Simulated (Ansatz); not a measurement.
Runs of Ansatz 0.2.0 on GdO. The structure is cubic, space group F-43m (No. 216). Conventional cell: a = 5.400 Å, b = 5.400 Å, c = 5.400 Å, α = 90.00°, β = 90.00°, γ = 90.00°. Around Gd (site symmetry -43m) lie 4 O at 2.34 Å. O (site symmetry -43m) is surrounded by 4 Gd at 2.34 Å. 

```tsv
task	level	potentials or basis	spin	k mesh	cutoff (eV)	basis error allowed	pressure (GPa)	moment (μB)
band structure	PBEsol	all-electron LAPW, scalar-relativistic	collinear, ferromagnetic start	9 × 9 × 9	328	0.001 eV/atom	-4.5	7.50
band structure	PBEsol	all-electron LAPW, non-relativistic	collinear, ferromagnetic start	9 × 9 × 9	326	0.001 eV/atom	1.9	(a)
single point	PBE	all-electron LAPW, scalar-relativistic	collinear, ferromagnetic start	9 × 9 × 9	328	0.001 eV/atom	-0.6	7.54
band structure	PBEsol	all-electron LAPW, inner shells corrected to Dirac's equation	collinear, ferromagnetic start	9 × 9 × 9	328	0.001 eV/atom	-4.5	7.50
band structure	LDA	all-electron LAPW, scalar-relativistic	collinear, ferromagnetic start	9 × 9 × 9	328	0.001 eV/atom	-7.7	6.99
band structure	PBEsol	all-electron LAPW, scalar-relativistic	collinear, ferromagnetic start	7 × 7 × 7	328	0.001 eV/atom	(c)	(b)
band structure	PBEsol	all-electron LAPW, relativistic spinors	non-collinear, ferromagnetic start, SOC	7 × 7 × 7	328	0.001 eV/atom	-4.5	7.44
```

Alike in all rows: cell as given; smearing fermi-dirac 0.05 eV.

Q: Fill in the values left out.

A: (a) 6.02; (b) 7.48; (c) -4.4.

Caveats: an open f shell can end in a state above the lowest; a cell with one magnetic atom can't hold antiferromagnetic order, which such compounds often take; the k mesh is thin for a metal, which can move the energy by tens of meV per atom (some runs); relativity is left out, which matters for the heavier elements (some runs); the magnetic state may not be the lowest (some runs).

Not every run made on this cell is shown here.
